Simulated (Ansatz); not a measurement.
**Ta: a trigonal deformation path**

The task here is to estimate one member of a computed series from the others.

Method: DFT PBEsol, scalar-relativistic, plane waves, PAW, in Ansatz 0.2.0.

## The structure to begin with

Symmetry: Im-3m, No. 229, cubic system. The conventional cell has a = 3.303 Å, b = 3.303 Å, c = 3.303 Å, α = 90.00°, β = 90.00°, γ = 90.00°. Around Ta (site symmetry m-3m) lie 8 Ta at 2.86 Å.

Coordinates:

```cif
data_structure
_symmetry_space_group_name_H-M 'P 1'
_symmetry_Int_Tables_number 1
_cell_length_a 2.8601
_cell_length_b 2.8601
_cell_length_c 2.8601
_cell_angle_alpha 109.471
_cell_angle_beta 109.471
_cell_angle_gamma 109.471
_cell_volume 18.01
loop_
_atom_site_label
_atom_site_type_symbol
_atom_site_fract_x
_atom_site_fract_y
_atom_site_fract_z
_atom_site_occupancy
Ta1 Ta 0.00000 0.00000 0.00000 1
```

The cell is taken as given, not relaxed at this level.

## Zero of energy

The reference gives a free energy of -9806.5018 eV, pressure -3.78 GPa, largest force 0.000 eV/Å and gap on the mesh none (metal). It was computed beforehand with the settings of the runs below.

Set-up of the first run:

At fixed volume and fractional coordinates, lengths along (0.577, 0.577, 0.577) are scaled against those across it; ρ is that ratio over its starting value.

File input.yaml:

```yaml
crystal:
  lattice:
    - [-2.4272295031, 1.7337353594, 1.7337353594]
    - [1.7337353594, -2.4272295031, 1.7337353594]
    - [1.7337353594, 1.7337353594, -2.4272295031]
  atoms:
    - { symbol: Ta, position: [0.0, 0.0, 0.0] }
basis:
  ecutwfc: 420
kpoints:
  mp_grid: { grid: [22, 22, 22] }
hamiltonian:
  xc: pbesol
scf:
  occupations: { method: gaussian, width: 0.15 }
output:
  forces: true
  stress: true
  eigenvalues: true
```

On the command line:

```bash
$ ansatz run input.yaml --threads 1 --pin off --max-ram 2560MiB --backend cpu --events-out ev --progress --plain --runs-dir out
```

Among the steps run: Point ρ = 0.500; ρ = 2.000; ρ = 0.710; At ρ = 1.410; Point ρ = 0.600; At ρ = 0.850; Point ρ = 1.200; Point ρ = 1.700; ρ = 0.930; Point ρ = 1.080.

One table of the session follows, with a row left open; its other results are not shown here.

The scan, with free energies counted from the undisturbed cell:

```
    ρ  ΔE (meV/atom)  pressure (GPa)
0.500         9134.9           178.4
0.600              ?               ?
0.710         1001.6            19.1
0.850          132.5            -0.5
0.930           24.5            -3.4
1.000            0.0            -3.8
1.080           30.7            -3.4
1.200          139.3            -1.3
1.410          497.4             6.2
1.700         1041.2            14.6
2.000         1255.2            18.6
```

**Question.** Estimate the row for ρ = 0.600.

Worked estimate for «ΔE (meV/atom)». A straight line through the neighbours (0.500, 9134.9) and (0.710, 1001.6) gives 9134.9 + (1001.6 − 9134.9) × (0.600 − 0.500) / (0.710 − 0.500) = 5261.9; a parabola fitted to 3 rows on both sides gives 4239.8.

As computed: ΔE (meV/atom): 3333.0; pressure (GPa): 66.3. In «ΔE (meV/atom)» the line misses by +1928.9 and the parabola by +906.8.
